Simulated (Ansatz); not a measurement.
**GaH6NSSi: basis-set convergence**

An exercise on one series of results from a longer session: the logs are not shown, and one member is left open.

The runs use Ansatz 0.2.0, Gaussian basis; one geometry, several basis sets.

The runs, in order: PBE0-D4/def2-SVP; ωB97M-V/def2-SVP; PBE0-D4/def2-QZVPP; ωB97M-V/def2-QZVPP; the functionals' def2-TZVPP values are taken from earlier runs.

## The relaxed structure

All runs share one geometry, relaxed beforehand with PBE0-D4 in a triple-zeta def2 set.

SMILES `N[SiH](S)[GaH2]`, 10 atoms, charge 0, spin multiplicity 1.

Atoms are counted from 1 here; the program's logs count them from 0.

Bond lengths: N1–Si2 1.702 Å, N1–H5 1.006 Å, N1–H6 1.007 Å, Si2–S3 2.277 Å, Si2–Ga4 2.347 Å, Si2–H7 1.484 Å, S3–H8 1.344 Å, Ga4–H9 1.562 Å, Ga4–H10 1.568 Å. Angles: Si2–N1–H5 121.4°, Si2–N1–H6 122.7°, H5–N1–H6 112.5°, N1–Si2–S3 115.9°, N1–Si2–Ga4 127.4°, N1–Si2–H7 108.2°, S3–Si2–Ga4 71.3°, S3–Si2–H7 99.6°, Ga4–Si2–H7 122.3°, Si2–S3–H8 93.9°, Si2–Ga4–H9 118.5°, Si2–Ga4–H10 117.4°, H9–Ga4–H10 123.9°.

Geometry (Å):

```mol
GaH6NSSi
  3D, bonds by distance, orders not assigned

 10  9  0  0  0  0  0  0  0  0999 V2000
   -1.4902    0.5024   -1.1362 N   0  0
    0.0032   -0.2329   -0.7792 Si  0  0
    0.0280   -1.6008    1.0404 S   0  0
    1.6459    0.5299    0.7142 Ga  0  0
   -1.7923    1.3344   -0.6586 H   0  0
   -2.2541    0.0037   -1.5625 H   0  0
    0.2968   -1.2273   -1.8415 H   0  0
   -0.7225   -0.7741    1.7876 H   0  0
    3.1018   -0.0164    0.5646 H   0  0
    1.1833    1.4811    1.8712 H   0  0
  1  2  8  0
  2  3  8  0
  2  4  8  0
  1  5  8  0
  1  6  8  0
  2  7  8  0
  3  8  8  0
  4  9  8  0
  4 10  8  0
M  END
```

Set-up of the first run:

Input file in.yaml:

```yaml
crystal:
  periodic: [false, false, false]
  atoms:
    - {symbol: N, position_ang: [-1.490194, 0.502379, -1.136182]}
    - {symbol: Si, position_ang: [0.003178, -0.232850, -0.779179]}
    - {symbol: S, position_ang: [0.028022, -1.600841, 1.040404]}
    - {symbol: Ga, position_ang: [1.645924, 0.529916, 0.714153]}
    - {symbol: H, position_ang: [-1.792339, 1.334357, -0.658559]}
    - {symbol: H, position_ang: [-2.254100, 0.003737, -1.562519]}
    - {symbol: H, position_ang: [0.296812, -1.227312, -1.841465]}
    - {symbol: H, position_ang: [-0.722472, -0.774053, 1.787603]}
    - {symbol: H, position_ang: [3.101842, -0.016423, 0.564603]}
    - {symbol: H, position_ang: [1.183326, 1.481090, 1.871153]}
basis:
  gaussian: {orbitals: def2-SVP}
hamiltonian: {xc: pbe0, dispersion: d4}
output: {orbitals: {seedname: orbitals}}
```

Command:

```console
$ ansatz run in.yaml --threads 2 --pin off --events-out ev --progress --plain --max-ram 32768MiB --backend cpu
```

Steps of the session up to this table: PBE0-D4 in def2-SVP; ωB97M-V in def2-SVP; PBE0-D4 in def2-QZVPP; ωB97M-V in def2-QZVPP.

One of the session's tables, all rows but one given; the rest of the session is left out.

It belongs to the step «Density functionals: the series». 

| functional | basis | HOMO (eV) |
| --- | --- | --- |
| PBE0-D4 | def2-SVP | -6.66 |
| PBE0-D4 | def2-TZVPP | ? |
| PBE0-D4 | def2-QZVPP | -6.72 |
| ωB97M-V | def2-SVP | -8.61 |
| ωB97M-V | def2-TZVPP | -8.68 |
| ωB97M-V | def2-QZVPP | -8.70 |

**Question.** Estimate the row for PBE0-D4, def2-TZVPP.

As computed: HOMO (eV): -6.71. In the column «HOMO (eV)» it lies between PBE0-D4, def2-QZVPP (-6.72) and PBE0-D4, def2-SVP (-6.66).
